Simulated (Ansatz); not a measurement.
Runs of Ansatz 0.2.0 on NbTe. It takes space group Pm-3m (No. 221, cubic). The conventional cell has a = 3.426 Å, b = 3.426 Å, c = 3.426 Å, α = 90.00°, β = 90.00°, γ = 90.00°. Nb (site symmetry m-3m) has 8 Te at 2.97 Å as nearest neighbours. Around Te (site symmetry m-3m) lie 8 Nb at 2.97 Å. The cell was built by a generator and needn't be a form met in nature.

```csv
task,level,potentials or basis,spin,cutoff (eV),points for each segment of the path,gap on the mesh (eV),pressure (GPa),V0 of scaled cells (Å³/atom),B0 (GPa)
equation of state,PBE,Ansatz PAW earlier set,off,770,-,-,-,20.11,131
band structure,PBEsol,Ansatz PAW,"SOC, no magnetisation",420,14,none,-5.1,-,-
equation of state,PBE,Ansatz PAW earlier set,off,708,-,-,-,20.11,131
equation of state,PBE,PseudoDojo stringent,off,1450,-,-,-,20.12,131
band structure,PBEsol,Ansatz PAW,off,420,14,none,-5.1,-,-
equation of state,PBE,Ansatz NC,off,1120,-,-,-,20.11,131
equation of state,PBE,JTH PAW,off,1170,-,-,-,(a),132
equation of state,PBE,SPMS NC,off,762,-,-,-,20.17,131
```

Alike in all rows: cell as given; k mesh 8 × 8 × 8; smearing fermi-dirac 0.05 eV.

**Question.** Fill in the values left out.

**Answer.** (a) 20.29.

Caveats: the PAW data sets come from PBE, with cores solved anew for the run's functional, which leaves a small shift of forces and pressure (some runs); spin-orbit coupling is left out, which moves the levels of the heavy elements (some runs).

A k mesh can miss the band edges, and rows without SOC leave out spin-orbit coupling on Nb, Te.

A gap of «none» marks a metal or a gap under the smearing width.
